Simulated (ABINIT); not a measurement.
The system is SiSe.

```xyz
2
Lattice="3.5952 0.0000 0.0000 -1.7976 3.1135 0.0000 0.0000 0.0000 3.5987" Properties=species:S:1:pos:R:3 pbc="T T T"
Si    1.7976    1.0378    1.7994
Se    0.0000    0.0000    0.0000
```

The cell was built by a generator and needn't be a form met in nature.

| Property | Result |
| --- | --- |
| Program | ABINIT 10.8.3 (patched build) |
| Task | single point |
| Functional | PBE |
| Potentials or basis | JTH PAW PBE v2.0 |
| Cutoff | 408 eV |
| k mesh | 9 × 9 × 7 |
| Occupations | fermi-dirac, width 0.05 eV |
| Spin | no spin polarisation |

On this cell: pressure 0.3 GPa; largest force under 0.003 eV/Å; band gap on the k mesh none (metal or under the smearing width).

The same run follows on a disturbed copy (atoms moved at random, drawn with an rms of 0.05 Å):

```
Si Se
1.0
     3.59520    0.00000    0.00000
    -1.79760    3.11353    0.00000
     0.00000    0.00000    3.59873
Si Se
1 1
Cartesian
  1.7663 1.0561 1.7925
  0.0223 -0.0085 0.0006
```

Problem. What changes?

Solution. The energy (extrapolated to zero smearing) moves by +1.1 meV/atom; pressure 0.3 GPa; largest force 0.079 eV/Å; band gap on the k mesh none (metal or under the smearing width).

Forces on the atoms (eV/Å):
```
Si   0.067 -0.034 -0.025
Se  -0.067  0.034  0.025
```

Stress tensor (GPa, compression positive):
```
 0.03  0.05  0.03
 0.05  0.10 -0.01
 0.03 -0.01  0.79
```
